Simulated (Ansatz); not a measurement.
# HOZr: the cost of one run

Method: def2-QZVPP, core rule «outside noble gas», up to 5 orbitals frozen; program: Ansatz 0.2.0, Gaussian basis.

The runs, in order: UHF; ROHF; CCSD(T) on UHF.

2 further runs of the same task are left out: 2 set aside as unsound or not needed. Runs told in other sessions of the task aren't counted.

## (1) What is computed

The geometry is a PBE0/def2-TZVP stationary point (not a proven minimum) of the parent state, kept for this charge and spin. No spin-orbit coupling is included. Elements past krypton take def2 core potentials.

3 atoms, charge 1, spin multiplicity 3.

Atoms are counted from 1 here; the program's logs count them from 0.

Bond lengths: Zr1–O2 1.720 Å, Zr1–H3 1.858 Å. Angles: O2–Zr1–H3 103.4°.

## (2) UHF

in.yaml reads:

```yaml
crystal:
  periodic: [false, false, false]
  atoms:
    - {symbol: Zr, position_ang: [0.000000, -0.035300, 0.248333]}
    - {symbol: O, position_ang: [0.000000, 0.091937, -1.467045]}
    - {symbol: H, position_ang: [0.000000, 1.735473, 0.811435]}
basis:
  gaussian: {orbitals: "def2-QZVPP.json"}
total_charge: 1
magnetization: {spin_polarized: true, initial_magnetization: 2}
hamiltonian: {xc: hf}
output: {orbitals: {seedname: orbitals}}
```

On the command line:

```
> ansatz run in.yaml --threads 1 --pin off --events-out ev --progress --plain --max-ram 2560MiB --backend cpu
```

What time and memory should one allow on 1 thread of AMD EPYC 7R13, shared host?

About 50 s, with a peak of 0.39 GiB.
